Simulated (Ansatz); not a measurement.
# YbGe2F2, relaxed

The start is YbGe2F2, a borrowed structure type, volume estimated. Where does it settle when we relax the atoms in a fixed cell, and what is it like there?

Computed, not measured: Ansatz 0.2.0, DFT, r2SCAN, with U_eff = 6.37 eV on Yb f, no spin polarisation, plane waves, PAW.

## Step 1: The system as given

It takes space group I4/mmm (No. 139, tetragonal). The conventional cell has a = 3.918 Å, b = 3.918 Å, c = 10.603 Å, α = 90.00°, β = 90.00°, γ = 90.00°. Ge (site symmetry 4mm) has 1 Ge at 2.41 Å and 4 F at 2.43 Å as nearest neighbours. Around F (site symmetry -4m2) lie 4 Ge at 2.43 Å and 4 Yb at 3.30 Å. Yb (site symmetry 4/mmm) is surrounded by 8 Ge at 3.02 Å and 8 F at 3.30 Å.

The coordinates stand in the input below.

The first density is read from a saved solution for the starting cell.

## Step 2: The relaxation

File input.yaml:

```yaml
crystal:
  lattice:
    - [0.0, 3.918483, 0.0]
    - [3.918483, 0.0, 0.0]
    - [1.959241, 1.959241, -5.301659]
  atoms:
    - { symbol: Ge, position: [0.3863, 0.3863, 0.2274] }
    - { symbol: Ge, position: [0.6137, 0.6137, 0.7726] }
    - { symbol: F, position: [0.75, 0.25, 0.5] }
    - { symbol: F, position: [0.25, 0.75, 0.5] }
    - { symbol: Yb, position: [0.0, 0.0, 0.0] }
kpoints:
  mp_grid: { grid: [6, 6, 6], shift: [0, 0, 0] }
magnetization:
  spin_polarized: false
scf:
  occupations: { method: fermi_dirac, width: 0.05 }
  lower_state_search: "off"
hamiltonian:
  pseudopotentials: { kind: paw }
  xc: r2scan
  hubbard:
    projectors: all-electron-ortho-atomic
    sites: [{ species: Yb, l: f, u_eff: 6.37 }]
basis:
  ecutwfc: 500
  fft_grid_basis: typed
relax:
  max_steps: 60
output:
  forces: true
  stress: true
  eigenvalues: true
  bader: true
  populations: true
  elf: true
  write_potential: true
  volumetric_format: npy
  dos:
    e_range: [-12, 8]
    de: 0.05
    projected: { site_lists: { F: [F], Ge: [Ge], Yb: [Yb] } }
checkpoint:
  read: saved_state
```

Started as:

```console
$ ansatz run input.yaml --threads 2 --pin off --max-ram 2560MiB --backend cpu --events-out ev --progress --plain --runs-dir out
```

Q: Predict the outcome of this session. Wanted: moves; energy gained; largest move; pressure left in the fixed cell; character; Bader charges.

The runs gave:

| quantity | value |
| --- | --- |
| moves | 3 |
| energy gained | 13.0 meV/atom |
| largest move | 0.06 Å (Ge) |
| space group (0.01 Å), before / after | I4/mmm / I4/mmm |
| pressure left in the fixed cell | 7.4 GPa |
| character | metal |
| density of states, mean within 0.25 eV of the Fermi level | 0.99 per eV per cell |
| Bader charges | Ge +0.13, F -0.79, Yb +1.32 e |

In the fixed cell the largest move of an atom is 0.06 Å; the energy fell by 13.0 meV per atom. The fixed cell still holds a mean pressure of 7.4 GPa, so it would expand if let free. The run held to 16 symmetry operations, so a lower structure without them is not ruled out. Bands cross the Fermi level: a metal; within 0.25 eV of the Fermi level the density of states averages 0.99 per eV per cell, mostly Ge p (58 %) and Yb d (17 %). Yb loses most charge (+1.32 e on average) and F gains most (-0.79 e).

Limits of this run: no spin polarisation, so a magnetic state may lie lower; the SCF threshold is loose for a stress.
